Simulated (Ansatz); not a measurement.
# ClH7N2Si2: a ladder of functionals and wavefunction methods

An exercise on one series of results from a longer session: the logs are not shown, and one member is left open.

Method: functionals in def2-TZVPP, the program's frozen cores in correlated methods; program: Ansatz 0.2.0, Gaussian basis.

Plan: PBE-D4, r2SCAN-D4, PBE0-D4, B3LYP-D4, ωB97X-V, ωB97M-V, B2PLYP; CCSD(T)/def2-TZVPP; MP2/def2-QZVPP; extrapolation to the limit.

## The relaxed structure

All runs share one geometry, relaxed beforehand with PBE0-D4 in a triple-zeta def2 set.

SMILES `N[SiH2][SiH](N)Cl`, 12 atoms, charge 0, spin multiplicity 1.

Atoms are counted from 1 here; the program's logs count them from 0.

Bond lengths: N1–Si2 1.727 Å, N1–H6 1.009 Å, N1–H7 1.008 Å, Si2–Si3 2.336 Å, Si2–H8 1.495 Å, Si2–H9 1.488 Å, Si3–N4 1.704 Å, Si3–Cl5 2.098 Å, Si3–H10 1.482 Å, N4–H11 1.008 Å, N4–H12 1.008 Å. Angles: Si2–N1–H6 117.8°, Si2–N1–H7 119.6°, H6–N1–H7 110.6°, N1–Si2–Si3 104.0°, N1–Si2–H8 116.4°, N1–Si2–H9 107.6°, Si3–Si2–H8 109.4°, Si3–Si2–H9 112.3°, H8–Si2–H9 107.2°, Si2–Si3–N4 109.2°, Si2–Si3–Cl5 103.6°, Si2–Si3–H10 117.8°, N4–Si3–Cl5 113.9°, N4–Si3–H10 108.0°, Cl5–Si3–H10 104.5°, Si3–N4–H11 121.1°, Si3–N4–H12 119.3°, H11–N4–H12 111.5°.

The first run:

Contents of in.yaml:

```yaml
crystal:
  periodic: [false, false, false]
  atoms:
    - {symbol: N, position_ang: [-1.705838, 0.068181, -1.008976]}
    - {symbol: Si, position_ang: [-0.364403, 1.116737, -0.718959]}
    - {symbol: Si, position_ang: [0.854984, 0.027847, 0.950028]}
    - {symbol: N, position_ang: [1.461936, -1.440727, 0.333591]}
    - {symbol: Cl, position_ang: [-0.536049, -0.210690, 2.502226]}
    - {symbol: H, position_ang: [-2.264201, -0.211070, -0.216159]}
    - {symbol: H, position_ang: [-2.288847, 0.217345, -1.817786]}
    - {symbol: H, position_ang: [-0.690568, 2.505658, -0.270709]}
    - {symbol: H, position_ang: [0.399205, 1.232096, -1.990749]}
    - {symbol: H, position_ang: [1.981879, 0.762551, 1.572724]}
    - {symbol: H, position_ang: [2.089451, -2.013603, 0.875321]}
    - {symbol: H, position_ang: [0.880253, -1.999426, -0.271148]}
basis:
  gaussian: {orbitals: def2-TZVPP}
hamiltonian: {xc: pbe, dispersion: d4}
output: {forces: true, orbitals: {seedname: orbitals}}
```

Command:

```
ansatz run in.yaml --threads 4 --pin off --events-out ev --progress --plain --max-ram 10444MiB
```

Among the steps run: PBE-D4 (GGA); r2SCAN-D4 (meta-GGA); PBE0-D4 (hybrid); B3LYP-D4 (hybrid); ωB97X-V (range-separated); ωB97M-V (range-separated); B2PLYP (double hybrid); CCSD(T) in def2-TZVPP; MP2 in def2-QZVPP.

One table of the session follows, with a row left open; its other results are not shown here.

It belongs to the step «Atomisation energies». 

| method | atomisation energy (kJ/mol) |
| --- | --- |
| PBE-D4 | 3971.1 |
| r2SCAN-D4 | 3924.4 |
| PBE0-D4 | 3915.6 |
| B3LYP-D4 | ? |
| ωB97X-V | 3975.9 |
| ωB97M-V | 3960.2 |
| B2PLYP | 3884.2 |
| HF/def2-TZVPP | 2782.9 |
| MP2/def2-TZVPP | 3842.6 |
| CCSD/def2-TZVPP | 3756.0 |
| CCSD(T)/def2-TZVPP | 3810.6 |
| MP2/CBS | 3979.8 |
| CCSD(T)/CBS | 3947.7 |

Estimate the missing values for B3LYP-D4.

The run gave: atomisation energy (kJ/mol): 3946.7. In the column «atomisation energy (kJ/mol)» it lies between r2SCAN-D4 (3924.4) and CCSD(T)/CBS (3947.7).
